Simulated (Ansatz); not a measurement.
# Al3GaO6: levels at named points

An exercise on one series of results from a longer session: the logs are not shown, and one member is left open.

Method: DFT PBEsol, scalar-relativistic, plane waves, PAW, in Ansatz 0.2.0.

That is the level of the relaxation; later steps name their own.

### The structure to begin with

It takes space group Cm (No. 8, monoclinic). The conventional cell has a = 12.188 Å, b = 3.031 Å, c = 5.786 Å, α = 90.00°, β = 103.83°, γ = 90.00°. Al (site symmetry m) is surrounded by 4 O at 1.83 to 1.86 Å. Ga (site symmetry m) has 4 O at 1.83 to 1.86 Å as nearest neighbours. Al (site symmetry m) has 6 O at 1.93 to 2.07 Å as nearest neighbours. O (site symmetry m) has 3 Al at 1.83 to 1.93 Å as nearest neighbours. O (site symmetry m) is surrounded by 1 Ga at 1.83 Å and 2 Al at 1.93 Å. O (site symmetry m) has 4 Al at 1.86 to 2.07 Å as nearest neighbours. Around O (site symmetry m) lie 1 Ga at 1.86 Å and 3 Al at 2.00 to 2.07 Å. Only part of the 10 independent sites is listed.

As a file:

```
CELL_PARAMETERS angstrom
6.09407 -1.51534 0.00000
6.09407 1.51534 0.00000
-1.38305 0.00000 5.61809
ATOMIC_POSITIONS crystal
Al 0.09050 0.09050 0.79460
Ga 0.90950 0.90950 0.20540
Al 0.65866 0.65866 0.31402
Al 0.34134 0.34134 0.68598
O 0.16450 0.16450 0.10980
O 0.83550 0.83550 0.89020
O 0.17330 0.17330 0.56320
O 0.82670 0.82670 0.43680
O 0.49590 0.49590 0.25660
O 0.50410 0.50410 0.74340
```

Set-up of the first run:

(A quick probe on a coarse mesh, which set the mesh and smearing, is not shown.)

Contents of input.yaml:

```yaml
crystal:
  lattice:
    - [6.09407057, -1.515335, 0.0]
    - [6.09407057, 1.515335, 0.0]
    - [-1.38305455, 0.0, 5.61808917]
  atoms:
    - { symbol: Al, position: [0.0905, 0.0905, 0.7946] }
    - { symbol: Ga, position: [0.9095, 0.9095, 0.2054] }
    - { symbol: Al, position: [0.65866, 0.65866, 0.31402] }
    - { symbol: Al, position: [0.34134, 0.34134, 0.68598] }
    - { symbol: O, position: [0.1645, 0.1645, 0.1098] }
    - { symbol: O, position: [0.8355, 0.8355, 0.8902] }
    - { symbol: O, position: [0.1733, 0.1733, 0.5632] }
    - { symbol: O, position: [0.8267, 0.8267, 0.4368] }
    - { symbol: O, position: [0.4959, 0.4959, 0.2566] }
    - { symbol: O, position: [0.5041, 0.5041, 0.7434] }
basis:
  ecutwfc: 420
kpoints:
  mp_grid: { grid: [6, 6, 4] }
hamiltonian:
  xc: pbesol
scf:
  occupations: { method: gaussian, width: 0.1 }
output:
  forces: true
  stress: true
  eigenvalues: true
relax:
  adjacent_minimum: "off"
  f_tol: 0.05
  max_steps: 80
  cell: { stress_tol: 0.5 }
```

On the command line:

```bash
ansatz run input.yaml --threads 4 --pin off --max-ram 10240MiB --backend cpu --events-out ev --progress --plain --runs-dir out
```

Among the steps run: Rough relaxation on the coarse mesh; Relaxing cell and atoms; Band edges over the whole zone; The run at PBEsol; Levels with PBEsol on the hybrid's mesh; The run at HSE06; The run at PBEsol, spin-orbit coupling; The run at r2SCAN.

One table of the session follows, with a row left open; its other results are not shown here.

```
                      level  gap (eV)  least direct gap (eV)
                     PBEsol      3.69                   3.86
PBEsol on the hybrid's mesh      3.69                   3.86
                      HSE06      5.64                   5.82
PBEsol, spin-orbit coupling      3.69                   3.86
                     r2SCAN         ?                      ?
```

Q: Estimate the row for r2SCAN from the others.

**Answer.** gap (eV): 4.52; least direct gap (eV): 4.70. In the column «gap (eV)» it lies between PBEsol, spin-orbit coupling (3.69) and HSE06 (5.64).

Gaps are by band count over the mesh and the named points; a gap of 0 means that the bands overlap or touch.
